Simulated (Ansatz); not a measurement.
# CdH6: the cost of one run

Method: DFT PBE, scalar-relativistic, plane waves, PAW, in Ansatz 0.2.0.

## Step 1: Starting point

Symmetry: P4mm, No. 99, tetragonal system. The conventional cell has a = 4.532 Å, b = 4.532 Å, c = 3.560 Å, α = 90.00°, β = 90.00°, γ = 90.00°. Cd (site symmetry 4mm) is surrounded by 12 H at 2.26 to 2.33 Å. H (site symmetry m) has 4 H at 2.05 to 2.25 Å and 2 Cd at 2.26 to 2.33 Å in its first shell of neighbours. H (site symmetry 2mm) has 8 H at 2.25 to 2.55 Å and 2 Cd at 2.27 Å in its first shell of neighbours.

Structure file:

```cif
data_structure
_symmetry_space_group_name_H-M 'P 1'
_symmetry_Int_Tables_number 1
_cell_length_a 4.5322
_cell_length_b 4.5322
_cell_length_c 3.5597
_cell_angle_alpha 90.000
_cell_angle_beta 90.000
_cell_angle_gamma 90.000
_cell_volume 73.12
loop_
_atom_site_label
_atom_site_type_symbol
_atom_site_fract_x
_atom_site_fract_y
_atom_site_fract_z
_atom_site_occupancy
Cd1 Cd 0.00000 0.00000 0.96338 1
H1 H 0.22588 0.22588 0.45121 1
H2 H 0.77412 0.77412 0.45121 1
H3 H 0.77412 0.22588 0.45121 1
H4 H 0.22588 0.77412 0.45121 1
H5 H 0.50000 0.00000 0.00850 1
H6 H 0.00000 0.50000 0.00850 1
```

The cell is invented: random cell by space group and Wyckoff sites (P4mm, No. 99). Its size is a rough estimate.

## Step 2: Probe: one point on a coarse mesh

Input file input.yaml:

```yaml
crystal:
  lattice:
    - [4.53218846, 0.0, 0.0]
    - [0.0, 4.53218846, 0.0]
    - [0.0, 0.0, 3.55969269]
  atoms:
    - { symbol: Cd, position: [0.0, 0.0, 0.96338076] }
    - { symbol: H, position: [0.22588181, 0.22588181, 0.45120584] }
    - { symbol: H, position: [0.77411819, 0.77411819, 0.45120584] }
    - { symbol: H, position: [0.77411819, 0.22588181, 0.45120584] }
    - { symbol: H, position: [0.22588181, 0.77411819, 0.45120584] }
    - { symbol: H, position: [0.5, 0.0, 0.00849992] }
    - { symbol: H, position: [0.0, 0.5, 0.00849992] }
basis:
  ecutwfc: 420
kpoints:
  mp_grid: { grid: [4, 4, 6] }
hamiltonian:
  xc: pbe
scf:
  occupations: { method: gaussian, width: 0.1 }
  lower_state_search: "off"
output:
  forces: true
  stress: true
  eigenvalues: true
```

On the command line:

```bash
ansatz run input.yaml --threads 1 --pin off --max-ram 2560MiB --backend cpu --events-out ev --progress --plain --runs-dir out
```

What time and memory should one allow on 1 thread of Intel Xeon at 2.50GHz (Skylake/Cascade Lake), shared host?

About 5.2 s, with a peak of 0.35 GiB.
